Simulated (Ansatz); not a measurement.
Ta, space group P4/mbm: a convergence test of the plane-wave cutoff, run with Ansatz 0.2.0, Python API.

Contents of `POSCAR`:
```text
Ta
1.0
  22.70911076    0.00000000    0.00000000
   0.00000000   22.70911076    0.00000000
   0.00000000    0.00000000    2.37728010
Ta
4
Direct
   0.31862853    0.81862853    0.00000000
   0.68137147    0.18137147    0.00000000
   0.18137147    0.31862853    0.00000000
   0.81862853    0.68137147    0.00000000
```

`ta_ecut.py`:
```python
'''Cutoff test for Ta.'''

import warnings

import ansatz
from ase.io import read
import matplotlib.pyplot as plt


def main() -> None:
    warnings.simplefilter('ignore', ansatz.DeckWarning)

    atoms = read('POSCAR', format='vasp')
    cell = ansatz.Crystal.from_ase(atoms)

    model = (
        cell.calculation()
        .functional('PBEsol')
        .kpoints(length=12)
        .occupations(ansatz.OccupationsMethod.COLD, width=0.3)
        .forces()
        .stress()
    )

    rows = []
    for value in [250, 350, 450, 550, 650]:
        data = model.basis(value).run(threads=1, pin='off').report
        rows.append((value, data['free_energy_ev'] / len(data['lattice']['sites']), data['n_iterations'], sum(data['stress_gpa'][i][i] for i in range(3)) / 3, max(abs(f) for row in data['forces_ev_ang'] for f in row), data['n_pw']))

    print(' cutoff (eV)   F/atom (eV)    iterations       P (GPa)  max component (eV/A)   plane waves')
    for row in rows:
        print(f'{str(row[0]):>12s}  {row[1]:12.5f}  {row[2]:12d}  {row[3]:12.3f}  {row[4]:20.4f}  {row[5]:12d}')

    # the last row is the reference
    for row in rows[:-1]:
        shift = 1000 * (row[1] - rows[-1][1])
        print(f'{row[0]}: {shift:+.2f} meV/atom' + ('  (within 1 meV)' if abs(shift) < 1 else ''))
    plt.figure(figsize=(4.5, 3))
    plt.plot([str(row[0]) for row in rows], [1000 * (row[1] - rows[-1][1]) for row in rows], 'o-')
    plt.xlabel('cutoff (eV)')
    plt.ylabel('F - F(last) (meV/atom)')
    plt.tight_layout()
    plt.savefig('ecut.png', dpi=100)


if __name__ == '__main__':
    main()
```

How fast does the energy converge with the cutoff (threshold 1 meV an atom)?

From 450 eV on it stays within 1 meV an atom of the value at 650 eV; the first row (250 eV) is off by 120.4 meV and the last but one by 0.14 meV. The energy falls steadily, as expected when plane waves are added. The pressure moves from 0.43 to 0.44 GPa (the program's stress holds a Pulay correction, so it settles early). The last run costs about 5.1 times the first.

The run itself:

```console
$ python ta_ecut.py
 cutoff (eV)   F/atom (eV)    iterations       P (GPa)  max component (eV/A)   plane waves
         250   -9800.42289            10         0.428                0.0000         10843
         350   -9800.53957            10         0.444                0.0000         18391
         450   -9800.54290            10         0.443                0.0000         26417
         550   -9800.54315            12         0.443                0.0000         36125
         650   -9800.54329            12         0.443                0.0000         45841
250: +120.40 meV/atom
350: +3.72 meV/atom
450: +0.39 meV/atom  (within 1 meV)
550: +0.14 meV/atom  (within 1 meV)
```

Reading the output:
- The cell holds layers, chains or clusters in vacuum, no bulk phase; its stress is averaged over the vacuum too and scales with the cell's height.
- The mesh is modest for a metal, so energies can be off by several to tens of meV an atom and pressures by half a GPa or more; differences at equal mesh fare better.
- The free energy holds a sizeable smearing term, which stands for no physical temperature.
- Forces vanish by symmetry here and test nothing.
- Pressure is positive in compression.
- Spin-orbit coupling, which matters for elements this heavy, is left out.
- This isn't the structure that Ta takes at ambient conditions.
- Shifts are counted from the last row, which is itself no proven limit.
- The script silences the warnings on its input, which a real study should read.
- Finished in 100 s on 1 thread of Intel(R) Xeon(R) Processor @ 2.30GHz (shared host), peak memory 1.9 GiB.
